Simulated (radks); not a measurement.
# Exchange and kinetic functionals tested on atomic densities: Eu, Ge²⁺, Ne³⁺, Li⁺, Nd¹³⁺, Sn²⁺

The task here is to estimate one member of a computed series from the others.

Method: non-relativistic Kohn-Sham, exchange-only PBE, spin-polarised, spherical densities, point nucleus; open shells are filled with parallel spins first. Code: radks (a radial shooting solver on a logarithmic mesh, Libxc functionals) version 1.

**Starting point**

| Quantity | Value |
| --- | --- |
| species | Eu ([Xe] 4f7 6s2), Ge²⁺ ([Ar] 3d10 4s2), Ne³⁺ ([He] 2s2 2p3), Li⁺ ([He]), Nd¹³⁺ ([Kr] 4d10 5s1), Sn²⁺ ([Kr] 4d10 5s2) |

Set-up of the first run:

The run's settings:

```text
Z 63
configuration [Xe] 4f7 6s2
relativity non-relativistic
functional pbe,
spin polarised
nucleus point
```

Steps of the session up to this table: Eu, [Xe] 4f7 6s2.

One of the session's tables, all rows but one given; the rest of the session is left out.

From the orbitals of this run (lengths in bohr):

| level | <r> | outermost maximum (interpolated) | 90 % within | nodes |
| --- | --- | --- | --- | --- |
| 5s up | 1.465 | 1.31 | 2.11 | 4 |
| 5s down | 1.499 | 1.33 | 2.17 | 4 |
| 5p up | 1.661 | 1.43 | 2.44 | 3 |
| 5p down | ? | ? | ? | ? |
| 4f up | 0.8975 | 0.580 | 1.55 | 0 |
| 6s up | 4.564 | 3.79 | 6.84 | 5 |
| 6s down | 4.760 | 3.95 | 7.14 | 5 |
| 4f down | 1.000 | 0.584 | 1.79 | 0 |

**Question.** Estimate the row for 5p down.

**Answer.** <r>: 1.715; outermost maximum (interpolated): 1.47; 90 % within: 2.53; nodes: 3. In the column «<r>» it lies between 5p up (1.661) and 6s up (4.564).
